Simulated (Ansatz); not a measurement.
Working through a band structure of SrIrO3, space group Pm-3m

Program: the Ansatz DFT code, driven from Python.

`POSCAR`
```text
SrIrO3
1.0
   3.99804800    0.00000000    0.00000000
   0.00000000    3.99804800    0.00000000
   0.00000000    0.00000000    3.99804800
Sr Ir O
1 1 3
Direct
   0.00000000    0.00000000    0.00000000
   0.50000000    0.50000000    0.50000000
   0.50000000    0.50000000    0.00000000
   0.50000000    0.00000000    0.50000000
   0.00000000    0.50000000    0.50000000
```

Typed at the interpreter:
```pycon
>>> from collections import Counter
>>> from dataclasses import dataclass
>>> import ansatz as az
>>> from ase.io import read
>>> import numpy as np
>>> import pandas as pd
>>> from pymatgen.core import Structure
>>> @dataclass(frozen=True)
... class Settings:
...     kgrid: tuple[int, ...] = (6, 6, 6)
...     smearing: str = "methfessel_paxton"
...     width_ev: float = 0.1
...     n_empty: int = 6
...
>>> cfg = Settings()
>>> atoms = read("POSCAR", format="vasp")
>>> system = az.Crystal.from_ase(atoms)
>>> # high-symmetry points in fractions of the reciprocal vectors
>>> path = [
...     ("G", (0.0, 0.0, 0.0)),
...     ("X", (0.0, 0.5, 0.0)),
...     ("M", (0.5, 0.5, 0.0)),
...     ("G", (0.0, 0.0, 0.0)),
...     ("R", (0.5, 0.5, 0.5)),
...     ("X", (0.0, 0.5, 0.0)),
... ]
>>> job = (
...     system.calculation()
...     .kpoints(*cfg.kgrid, center="gamma")
...     .occupations(cfg.smearing, width=cfg.width_ev)
...     .functional(az.Functional.PBESOL)
...     .band_structure([point for _, point in path], intervals=8)
...     .scf(extra_bands=cfg.n_empty)
...     .bader_charges()
... )
>>> outcome = job.run(threads=1, pin="off")
DeckWarning: basis.ecutwfc = 420 eV, auto-derived from the records' recommended cutoffs: set by Sr (normal level)
>>> report = outcome.report
>>> outcome.lattice.cell_ang
array([[3.998048, 0.      , 0.      ],
       [0.      , 3.998048, 0.      ],
       [0.      , 0.      , 3.998048]])
>>> report["kpoints_frac"][:4]
[[0.0, 0.0, 0.0], [0.0, 0.0, 0.16666666666666666], [0.0, 0.0, 0.3333333333333333], [0.0, 0.0, -0.5]]
>>> for key in ("converged", "n_iterations", "n_electrons", "n_kpoints", "n_pw", "n_symmetry_ops", "free_energy_ev", "fermi_energy_ev"):
...     print(f"{key:18s} {report[key]}")
...
converged          True
n_iterations       8
n_electrons        45.0
n_kpoints          20
n_pw               1237
n_symmetry_ops     48
free_energy_ev     -16973.88701561738
fermi_energy_ev    12.55232483405001
>>> basins = outcome.bader_charges()
>>> frame = pd.DataFrame([(a.symbol, a.partial_charge_e, a.basin.volume_ang3) for a in basins.atoms], columns=["atom", "charge (e)", "volume (A^3)"])
>>> frame.round(3)
  atom  charge (e)  volume (A^3)
0   Sr       1.607        16.412
1   Ir       1.694        11.991
2    O      -1.101        11.834
3    O      -1.101        11.834
4    O      -1.101        11.834
>>> print("sum of charges", round(frame["charge (e)"].sum(), 4), " sum of volumes", round(frame["volume (A^3)"].sum(), 3))
sum of charges -0.0  sum of volumes 63.906
>>> final = Structure(outcome.lattice.cell_ang, [s.symbol for s in outcome.lattice.sites], [s.position_frac for s in outcome.lattice.sites])
>>> # shortest distances, periodic images included
>>> shortest = {}
>>> for site, neighbours in zip(final, final.get_all_neighbors(5.0)):
...     for other in neighbours:
...         pair = "-".join(sorted((site.specie.symbol, other.specie.symbol)))
...         shortest[pair] = min(shortest.get(pair, 9e9), other.nn_distance)
...
>>> for pair, distance in sorted(shortest.items(), key=lambda item: item[1]):
...     print(f"shortest {pair:6s} {distance:.4f} A")
...
shortest Ir-O   1.9990 A
shortest O-Sr   2.8270 A
shortest O-O    2.8270 A
shortest Ir-Sr  3.4624 A
shortest Ir-Ir  3.9980 A
shortest Sr-Sr  3.9980 A
>>> bands = outcome.band_structure()
>>> fermi = bands.fermi_energy_ev
>>> print(f"zero of the bands: {fermi:.3f} eV, the Fermi level found on the SCF mesh")
zero of the bands: 12.552 eV, the Fermi level found on the SCF mesh
>>> for spin, channel in enumerate(bands.channels):
...     levels = channel.eigenvalues_ev - fermi
...     crossing = [b for b in range(levels.shape[1]) if levels[:, b].min() < 0 < levels[:, b].max()]
...     print(f"channel {spin}: bands that cross the Fermi level on this path:", [b + 1 for b in crossing] or "none")
...     shown = crossing or sorted(np.argsort(np.abs(levels).min(axis=0))[:2])
...     for k, row in zip(bands.kpoints_frac, levels[:, shown]):
...         print(f"{k[0]:7.3f} {k[1]:7.3f} {k[2]:7.3f}  ", " ".join(f"{e:8.3f}" for e in row))
...
channel 0: bands that cross the Fermi level on this path: [21, 22, 23, 24, 25]
  0.000   0.000   0.000     -2.667   -2.667   -2.667   -0.358   -0.358
  0.000   0.062   0.000     -2.850   -2.494   -2.494   -0.358   -0.092
  0.000   0.125   0.000     -2.836   -2.048   -2.048   -0.356    0.470
  0.000   0.188   0.000     -2.867   -1.562   -1.562   -0.355    1.050
  0.000   0.250   0.000     -2.909   -1.093   -1.093   -0.353    1.530
  0.000   0.312   0.000     -2.951   -0.676   -0.676   -0.352    1.885
  0.000   0.375   0.000     -2.984   -0.350   -0.343   -0.343    2.124
  0.000   0.438   0.000     -3.006   -0.349   -0.128   -0.128    2.262
  0.000   0.500   0.000     -3.014   -0.349   -0.053   -0.053    2.307
  0.062   0.500   0.000     -2.618   -0.167   -0.060   -0.056    2.426
  0.125   0.500   0.000     -2.134   -0.073   -0.066    0.184    2.799
  0.188   0.500   0.000     -1.643   -0.079   -0.075    0.468    3.402
  0.250   0.500   0.000     -1.173   -0.093   -0.041    0.640    4.121
  0.312   0.500   0.000     -0.754   -0.106    0.041    0.736    4.811
  0.375   0.500   0.000     -0.418   -0.116    0.156    0.788    5.361
  0.438   0.500   0.000     -0.200   -0.122    0.259    0.814    5.707
  0.500   0.500   0.000     -0.125   -0.125    0.300    0.822    5.793
  0.438   0.438   0.000     -0.210   -0.186    0.215    0.806    5.602
  0.375   0.375   0.000     -0.451   -0.368   -0.026    0.756    4.994
  0.312   0.312   0.000     -0.807   -0.660   -0.388    0.664    4.122
  0.250   0.250   0.000     -1.229   -1.048   -0.833    0.520    3.093
  0.188   0.188   0.000     -1.670   -1.511   -1.332    0.314    1.999
  0.125   0.125   0.000     -2.096   -2.028   -1.868    0.050    0.935
  0.062   0.062   0.000     -2.571   -2.469   -2.419   -0.224    0.043
  0.000   0.000   0.000     -2.667   -2.667   -2.667   -0.358   -0.358
  0.062   0.062   0.062     -2.451   -2.403   -2.403    0.043    0.043
  0.125   0.125   0.125     -2.032   -1.783   -1.783    0.933    0.933
  0.188   0.188   0.188     -1.491   -1.194   -1.194    1.989    1.989
  0.250   0.250   0.250     -0.889   -0.644   -0.644    3.066    3.066
  0.312   0.312   0.312     -0.309   -0.150   -0.150    4.060    4.060
  0.375   0.375   0.375      0.173    0.252    0.252    4.824    4.824
  0.438   0.438   0.438      0.495    0.517    0.517    4.909    4.909
  0.500   0.500   0.500      0.610    0.610    0.610    4.778    4.778
  0.438   0.500   0.438      0.522    0.547    0.561    4.837    4.867
  0.375   0.500   0.375      0.271    0.385    0.431    4.731    5.049
  0.312   0.500   0.312     -0.119    0.183    0.262    4.004    4.930
  0.250   0.500   0.250     -0.620    0.009    0.109    3.013    4.438
  0.188   0.500   0.188     -1.205   -0.089    0.009    1.937    3.782
  0.125   0.500   0.125     -1.836   -0.104   -0.038    0.891    3.090
  0.062   0.500   0.062     -2.467   -0.073   -0.051    0.026    2.530
  0.000   0.500   0.000     -3.014   -0.349   -0.053   -0.053    2.307
```

Caveats:
- Total energies depend on the potentials; only differences at equal settings carry meaning. A total without «per atom» is that of the cell as typed.
- The cell holds an odd number of electrons and is run without spin, so a magnetic state may lie lower.
- For a metal this k-point mesh is coarse: on a finer one energies can move by several to tens of meV an atom and pressures by half a GPa or more, differences at one mesh by less.
- An absolute Fermi energy rests on an arbitrary zero of the periodic potential and has no direct meaning.
- Bader volumes count only the part of each basin above a small density, so their sum can fall short of the cell.
- Spin-orbit coupling, which matters for elements this heavy, is left out.
- This cell is a computed structure, which may not be the phase found in nature.
- Levels are Kohn-Sham eigenvalues on this mesh, without spin-orbit coupling.
- Warnings are shown shortened and without file and line.
- The whole script took 39 s on 1 thread of Arm Neoverse V1, on a shared host, peak memory 0.48 GiB.

(Lines on the test bed's own set-up are left out of the output.)
